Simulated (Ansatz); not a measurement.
Crystal: Ga3Se.

```
Se Ga
1.0
     4.43246    0.00000    0.00000
     0.00000    4.43246    0.00000
     0.00000    0.00000    4.43246
Se Ga
1 3
Direct
  0.00000 0.00000 0.00000
  0.50000 0.50000 0.00000
  0.50000 0.00000 0.50000
  0.00000 0.50000 0.50000
```

The cell comes from a database or a generator and needn't be the stable form of this composition.

| Item | Value |
| --- | --- |
| Program | Ansatz 0.2.0 |
| Task | relaxation of cell and atoms |
| Functional | PBEsol |
| Potentials or basis | all-electron LAPW, scalar-relativistic |
| Basis error allowed | 0.002 eV/atom |
| k mesh | 6 × 6 × 6 |
| Occupations | fermi-dirac, width 0.05 eV |
| Spin | no spin polarisation |

At the start: volume 21.77 Å³/atom.

**Question.** Where does the relaxation end?

**Answer.** Over 3 steps the energy falls by 22.3 meV/atom and the volume is 19.96 Å³/atom (-8.3 %); space group Pm-3m (No. 221, to 0.05 Å).

Step by step:
```tsv
step	energy change (eV)	largest force (eV/Å)	volume (Å³)
1	0.0000	0.0000	87.08
2	-0.0890	0.0000	79.83
3	-0.0890	0.0000	79.83
```

Final structure:
```xyz
4
Lattice="4.3058 0.0000 0.0000 0.0000 4.3058 0.0000 0.0000 0.0000 4.3058" Properties=species:S:1:pos:R:3 pbc="T T T"
Se    0.0000    0.0000    0.0000
Ga    2.1529    2.1529    0.0000
Ga    2.1529    0.0000    2.1529
Ga    0.0000    2.1529    2.1529
```
